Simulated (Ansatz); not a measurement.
**YIr2: properties at the relaxed cell**

The task here is to estimate one member of a computed series from the others.

Computed with Ansatz 0.2.0 (DFT r2SCAN, scalar-relativistic, plane waves, PAW, unless a step's input says otherwise).

1 further run of the same task is left out (set aside as unsound or not needed).

### The starting structure

The structure is cubic, space group Fd-3m (No. 227). Conventional cell: a = 7.539 Å, b = 7.539 Å, c = 7.539 Å, α = 90.00°, β = 90.00°, γ = 90.00°. Around Y (site symmetry -43m) lie 12 Ir at 3.13 Å and 4 Y at 3.26 Å. Ir (site symmetry -3m) is surrounded by 6 Ir at 2.67 Å and 6 Y at 3.13 Å.

As a file:

```xyz
6
Lattice="0.0000 3.7696 3.7696 3.7696 0.0000 3.7696 3.7696 3.7696 0.0000" Properties=species:S:1:pos:R:3 pbc="T T T"
Y     3.7696    3.7696    3.7696
Y     5.6544    5.6544    5.6544
Ir    0.9424    0.9424    0.9424
Ir    0.9424    2.8272    2.8272
Ir    2.8272    2.8272    0.9424
Ir    2.8272    0.9424    2.8272
```

This cell was relaxed beforehand with the same method: volume 17.86 Å³/atom, gap on the mesh none (metal).

Set-up of the first run:

input.yaml

```yaml
crystal:
  lattice:
    - [0.0, 3.7696206427, 3.7696206427]
    - [3.7696206427, 0.0, 3.7696206427]
    - [3.7696206427, 3.7696206427, 0.0]
  atoms:
    - { symbol: "Y", position: [0.5, 0.5, 0.5] }
    - { symbol: "Y", position: [0.75, 0.75, 0.75] }
    - { symbol: Ir, position: [0.125, 0.125, 0.125] }
    - { symbol: Ir, position: [0.625, 0.125, 0.125] }
    - { symbol: Ir, position: [0.125, 0.125, 0.625] }
    - { symbol: Ir, position: [0.125, 0.625, 0.125] }
basis:
  ecutwfc: 500
kpoints:
  mp_grid: { grid: [8, 8, 8] }
  band_path:
    path:
      - [[0.0, 0.0, 0.0], [0.5, 0.0, 0.5], [0.625, 0.25, 0.625]]
      - [[0.375, 0.375, 0.75], [0.0, 0.0, 0.0], [0.5, 0.5, 0.5], [0.5, 0.25, 0.75], [0.5, 0.0, 0.5]]
    npoints: 14
hamiltonian:
  xc: r2scan
scf:
  occupations: { method: gaussian, width: 0.1 }
  n_extra_bands: 15
output:
  forces: true
  stress: true
  eigenvalues: true
  populations: true
  dos: { projected: true, de: 0.02, nscf_kmesh: { grid: [12, 12, 12] } }
  bader: true
  write_density: true
  write_potential: true
  elf: true
  volumetric_format: npy
```

Started as:

```console
$ ansatz run input.yaml --threads 1 --pin off --max-ram 2560MiB --backend cpu --events-out ev --progress --plain --runs-dir out
```

Among the steps run: Static run: bands, density of states and charges; Back to the database's cell; The cell scaled to 0.97 of its volume; Volume × 1.03; Point at V/V0 = 0.94; Point at V/V0 = 1.06; The cell scaled to 0.91 of its volume; Point at V/V0 = 1.10; Point at V/V0 = 0.88.

One table of the session follows, with a row left open; its other results are not shown here.

It belongs to the step «Energy against volume». 

```
volume (Å³/atom)  energy above the lowest point (meV/atom)  pressure (GPa)
          15.713                                     215.4           36.30
          16.248                                     113.8           24.82
          16.784                                      47.6           15.12
          17.320                                         ?               ?
          17.855                                       0.0           -0.03
          18.391                                      10.2           -5.89
          18.927                                      38.4          -10.85
          19.641                                      99.3          -16.26
```

**Question.** Estimate the row for volume (Å³/atom) = 17.320.

Worked estimate for «energy above the lowest point (meV/atom)». A straight line through the neighbours (16.784, 47.6) and (17.855, 0.0) gives 47.6 + (0.0 − 47.6) × (17.320 − 16.784) / (17.855 − 16.784) = 23.8; a parabola fitted to 4 rows on both sides gives 11.1.

**Answer.** energy above the lowest point (meV/atom): 11.2; pressure (GPa): 6.91. In «energy above the lowest point (meV/atom)» the line misses by +12.6 and the parabola by -0.1.
